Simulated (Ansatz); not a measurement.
# C2H3AlO: the cost of one run

Program: Ansatz 0.2.0, Gaussian basis. Level of theory: unrestricted cation, the program's frozen cores in correlated methods. These are calculated values, not measurements.

Plan: UKS PBE-D4/def2-TZVPP; UKS r2SCAN-D4/def2-TZVPP; UKS PBE0-D4/def2-TZVPP; UKS B3LYP-D4/def2-TZVPP; UKS wB97X-V/def2-TZVPP; UKS wB97M-V/def2-TZVPP; UKS B2PLYP/def2-TZVPP; UHF-CCSD(T)/def2-TZVPP; UHF-MP2/def2-QZVPP; extrapolation to the limit; then −ε(HOMO) from the neutral's earlier runs with LDA (SPW92), PBE-D4, revPBE-D4, BLYP-D4, r2SCAN-D4, B97M-V, PBE0-D4, B3LYP-D4, r2SCANh-D4, r2SCAN0-D4, HSE06-D4, BHLYP-D4, CAM-B3LYP-D4, LC-ωPBE, ωB97X-V, ωB97M-V.

### Step 1. Structure used throughout

The geometry comes from an earlier relaxation with PBE0-D4 in a triple-zeta def2 set; it is a stationary point, not always the lowest conformer.

7 atoms, charge 0, spin multiplicity 1.

Atoms are counted from 1 here; the program's logs count them from 0.

Bond lengths: C1–C2 1.211 Å, C1–H5 1.067 Å, C2–Al3 1.906 Å, Al3–O4 1.691 Å, Al3–H6 1.569 Å, O4–H7 0.956 Å. Angles: C2–C1–H5 179.9°, C1–C2–Al3 179.4°, C2–Al3–O4 119.4°, C2–Al3–H6 122.9°, O4–Al3–H6 117.7°, Al3–O4–H7 123.2°.

Geometry (Å):

```xyz
7

C    -1.8123   -1.0661   -0.3211
C    -0.8727   -0.3728   -0.0019
Al    0.5962    0.7266    0.5152
O     2.0715    0.5780   -0.2969
H    -2.6413   -1.6763   -0.6013
H     0.5052    1.7799    1.6743
H     2.2146   -0.0375   -1.0141
```

### Step 2. Cation, UKS PBE-D4/def2-TZVPP

The input, in.yaml:

```yaml
crystal:
  periodic: [false, false, false]
  atoms:
    - {symbol: C, position_ang: [-1.812274, -1.066091, -0.321116]}
    - {symbol: C, position_ang: [-0.872745, -0.372754, -0.001850]}
    - {symbol: Al, position_ang: [0.596201, 0.726636, 0.515228]}
    - {symbol: O, position_ang: [2.071513, 0.578010, -0.296890]}
    - {symbol: H, position_ang: [-2.641308, -1.676301, -0.601266]}
    - {symbol: H, position_ang: [0.505174, 1.779893, 1.674323]}
    - {symbol: H, position_ang: [2.214639, -0.037495, -1.014128]}
basis:
  gaussian: {orbitals: def2-TZVPP}
total_charge: 1
magnetization: {spin_polarized: true, initial_magnetization: 1}
hamiltonian: {xc: pbe, dispersion: d4}
```

Started as:

```
ansatz run in.yaml --threads 2 --pin off --events-out ev --progress --plain --max-ram 4352MiB
```

**Question.** How long does this run take on 2 threads of Intel Xeon Platinum 8259CL at 2.50GHz, shared host, and how much memory does it need?

About 45 s, with a peak of 0.42 GiB.
